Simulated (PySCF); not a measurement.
# C3H11NO2Si: the cost of one run

Programs: PySCF 2.14.0, with routines of our own; each step states its level. All values are computed. Atoms count from 0.

## 1. The system as given

18 atoms, charge 0, multiplicity 1; geometry from: GFN2-xTB.

## 2. Magnetic properties: GIAO B3LYP/pcSseg-1

Job settings and geometry (Å):

```
{"job": {"kind": "mag", "xc": "B3LYP", "basis": "pcSseg-1", "isotopologues": 2}, "charge": 0, "multiplicity": 1}
C      2.766851    -0.943866    -0.305939
O      1.389585    -0.774579    -0.170279
Si     0.521276     0.420280    -0.854136
O      1.034529     1.921750    -0.485567
N     -1.033304     0.141868    -0.189409
C     -2.060904     1.131311    -0.389112
C     -1.574850    -1.184439    -0.019907
H      3.108669    -1.600852     0.494994
H      2.999583    -1.402416    -1.270113
H      3.291801     0.011854    -0.240391
H      0.682176     0.465515    -2.306268
H      1.012094     2.224065     0.419604
H     -2.730788     1.152872     0.475330
H     -1.604212     2.109016    -0.510632
H     -2.662977     0.918761    -1.281110
H     -2.225696    -1.205696     0.858747
H     -0.758602    -1.884005     0.124242
H     -2.163991    -1.495123    -0.891229
```

Level: GIAO B3LYP/pcSseg-1 magnetisability, rotational g tensor and spin-rotation constants, non-relativistic, gas phase.

Command:

```
> OMP_NUM_THREADS=1 python excited_run.py task.json out
```

The driver reads the jobs from task.json and runs them one after another.

Q: Estimate the wall time and peak memory of this first job on 1 thread of Intel Xeon Platinum 8488C, shared host.

About 31 s, with a peak of 0.79 GiB.
